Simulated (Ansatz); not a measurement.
**Ge₂PH (triplet): from Hartree-Fock to the top rungs, cc-pVDZ**

One table from this session's results is given with a row withheld; the runs are named, their logs left out.

Program: Ansatz 0.2.0, Gaussian basis. Level of theory: cc-pVDZ, core rule «outside noble gas», up to 33 orbitals frozen. These are calculated values, not measurements.

To be run: UHF; CCSD(T) on UHF; CISD; CCSDT(Q) on ROHF; CCSDT(Q) on UHF; CASSCF and NEVPT2, 10 electrons in 10 orbitals.

19 further runs of the same task are left out: 9 that didn't finish, 10 set aside as unsound or not needed.

### The system

The geometry is a PBE0/def2-TZVP stationary point (not a proven minimum) of the parent state, kept for this charge and spin. No spin-orbit coupling is included. The filled d shell of Ge may be among the frozen orbitals whatever the setting's name suggests; the logs give the count.

4 atoms, charge 0, spin multiplicity 3.

Atoms are counted from 1 here; the program's logs count them from 0.

Bond lengths: Ge1–P2 2.301 Å, Ge1–Ge3 2.387 Å, P2–Ge3 2.211 Å, Ge3–H4 1.541 Å. Angles: P2–Ge1–Ge3 56.2°, Ge1–P2–Ge3 63.8°, Ge1–Ge3–P2 59.9°, Ge1–Ge3–H4 175.7°, P2–Ge3–H4 115.8°.

Geometry (Å):

```xyz
4

Ge    0.00000   -0.30520    1.23185
P     0.00000    1.57650   -0.09280
Ge    0.00000   -0.36306   -1.15491
H     0.00000   -0.28497   -2.69351
```

The first run:

File in.yaml:

```yaml
crystal:
  periodic: [false, false, false]
  atoms:
    - {symbol: Ge, position_ang: [0.000000, -0.305203, 1.231854]}
    - {symbol: P, position_ang: [0.000000, 1.576501, -0.092803]}
    - {symbol: Ge, position_ang: [0.000000, -0.363064, -1.154908]}
    - {symbol: H, position_ang: [0.000000, -0.284974, -2.693505]}
basis:
  gaussian: {orbitals: cc-pVDZ}
magnetization: {spin_polarized: true, initial_magnetization: 2}
hamiltonian: {xc: hf}
output: {orbitals: {seedname: orbitals}}
```

Run with:

```console
> ansatz run in.yaml --threads 1 --pin off --events-out ev --progress --plain --max-ram 2393MiB
```

Steps of the session up to this table: UHF; CCSD(T) on UHF; CISD; CCSDT(Q) on ROHF; CCSDT(Q) on UHF; CASSCF and NEVPT2, 10 electrons in 10 orbitals.

One table of the session follows, with a row left open; its other results are not shown here.

```
         method  from UCCSDT(Q) (kcal/mol)
            UHF                          ?
           UMP2                     +36.58
          UCCSD                     +11.91
       UCCSD(T)                      +2.37
         UCCSDT                      +1.05
      UCCSDT(Q)                          0
CASSCF frontier                    +146.79
NEVPT2 frontier                     +29.35
```

Q: Estimate the row for UHF from the others.

**Answer.** from UCCSDT(Q) (kcal/mol): +191.41. In the column «from UCCSDT(Q) (kcal/mol)» it is the highest.

Not comparable, so not listed: CISD; CCSDT(Q) on ROHF (they don't share determinant, frozen orbitals or solution with the rows shown, or repeat one).
